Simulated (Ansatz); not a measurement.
CH4OSi, SMILES CO[SiH]: the interaction energy of a dimer with the counterpoise correction, run with Ansatz 0.2.0 through its Python package.

`dimer_ch4osi.py`:
```python
"""Binding of a CH4OSi dimer at a trial geometry."""

import ansatz as az

FIRST = [
    ("C", (-0.5173, 0.3747, -0.37)),
    ("O", (-0.5758, -0.7725, 0.3931)),
    ("Si", (0.7624, -1.1714, 1.2395)),
    ("H", (-1.473, 0.5327, -0.8591)),
    ("H", (0.1907, 0.3637, -1.1929)),
    ("H", (-0.3999, 1.3183, 0.2446)),
    ("H", (2.0131, -0.6457, 0.5446)),
]
SECOND = [
    ("C", (-3.7289, 0.4552, -2.7827)),
    ("O", (-2.5729, 1.2044, -2.8484)),
    ("Si", (-2.533, 2.4153, -3.9431)),
    ("H", (-3.6296, -0.2952, -2.0052)),
    ("H", (-3.9707, -0.1257, -3.6674)),
    ("H", (-4.6295, 1.0471, -2.4357)),
    ("H", (-3.438, 2.0975, -5.1277)),
]

def energy(atoms, ghosts=()):
    molecule = az.Crystal.molecule()
    for symbol, xyz in atoms:
        molecule = molecule.atom(symbol, xyz)
    calc = (
        molecule.calculation()
        .basis(gaussian="def2-SVPD")
        .functional("pbe0")
    )
    deck = calc.input()
    if ghosts:
        deck = deck.set(az.key.basis.gaussian.ghost_atoms, [{"symbol": s, "position_ang": list(xyz)} for s, xyz in ghosts])
    return az.Session.from_dict(deck).plan().execute().report["free_energy_ev"]


def main() -> None:
    # monomers in their own basis and in the basis of the dimer
    both = energy(FIRST + SECOND)
    alone = energy(FIRST) + energy(SECOND)
    ghosted = energy(FIRST, SECOND) + energy(SECOND, FIRST)
    print(f"dimer {both:.6f} eV")
    print(f"interaction, uncorrected   {96.485332 * (both - alone):8.3f} kJ/mol")
    print(f"interaction, counterpoise  {96.485332 * (both - ghosted):8.3f} kJ/mol")
    print(f"basis-set superposition    {96.485332 * (alone - ghosted):8.3f} kJ/mol")


if __name__ == "__main__":
    main()
```

How large is the interaction at this pose, and how much of it is basis-set superposition?

Uncorrected it is -5.165 kJ/mol, with the counterpoise correction -1.750 kJ/mol; the difference, 3.42 kJ/mol, is the superposition error.

The output:

```console
$ python dimer_ch4osi.py
dimer -22027.935662 eV
interaction, uncorrected     -5.165 kJ/mol
interaction, counterpoise    -1.750 kJ/mol
basis-set superposition       3.415 kJ/mol
```

Reading the output:
- Total energies depend on the basis set; only differences at equal settings carry meaning.
- The dimer is a generated trial pose of unrelaxed monomers, not a minimum, so the figure is no binding energy, and the basis set is small.
- This level lacks the dispersion part of the attraction (electrostatics and induction are there), which can decide the sign where the interaction is weak.
- Finished in 29 s on 1 thread of Arm Neoverse V2, on a shared host, peak memory 0.48 GiB.

(Lines on the test bed's own set-up are left out of the output.)
